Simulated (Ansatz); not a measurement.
# V (bcc type): the cost of one run

Computed with Ansatz 0.2.0 (DFT, PBE, PAW with Ansatz's default frozen-core files, scalar-relativistic, unless a step's input says otherwise).

### Step 1. The starting structure

The structure is cubic, space group Im-3m (No. 229). The conventional cell has a = 2.998 Å, b = 2.998 Å, c = 2.998 Å, α = 90.00°, β = 90.00°, γ = 90.00°. V (site symmetry m-3m) has 8 V at 2.60 Å as nearest neighbours.

As a file:

```cif
data_structure
_symmetry_space_group_name_H-M 'Im-3m'
_symmetry_Int_Tables_number 229
_cell_length_a 2.9984
_cell_length_b 2.9984
_cell_length_c 2.9984
_cell_angle_alpha 90.000
_cell_angle_beta 90.000
_cell_angle_gamma 90.000
_cell_volume 26.96
loop_
_atom_site_label
_atom_site_type_symbol
_atom_site_symmetry_multiplicity
_atom_site_Wyckoff_symbol
_atom_site_fract_x
_atom_site_fract_y
_atom_site_fract_z
_atom_site_occupancy
V1 V 2 a 0.00000 0.00000 0.00000 1
```

The file gives the conventional cell by its symmetry; the runs use the cell typed in the input.

### Step 2. Cell relaxed at zero pressure, PAW

Contents of input.yaml:

```yaml
crystal:
  lattice:
    - [-1.4991847422, 1.4991847422, 1.4991847422]
    - [1.4991847422, -1.4991847422, 1.4991847422]
    - [1.4991847422, 1.4991847422, -1.4991847422]
  atoms:
    - { symbol: V, position: [0.0, 0.0, 0.0] }
kpoints:
  mp_grid: { grid: [21, 21, 21] }
scf:
  occupations: { method: fermi_dirac, width: 0.05 }
hamiltonian:
  xc: pbe
  pseudopotentials: { kind: paw }
output:
  forces: true
  stress: true
relax:
  f_tol: 0.005
  max_steps: 40
  cell: {}
```

Run with:

```console
> ansatz run input.yaml --threads 2 --pin off --max-ram 5120MiB --backend cpu --events-out ev --progress --plain --runs-dir out
```

Q: Estimate wall time and peak memory on 2 threads of Arm Neoverse V2, shared host.

About 3.2 s, with a peak of 0.33 GiB.
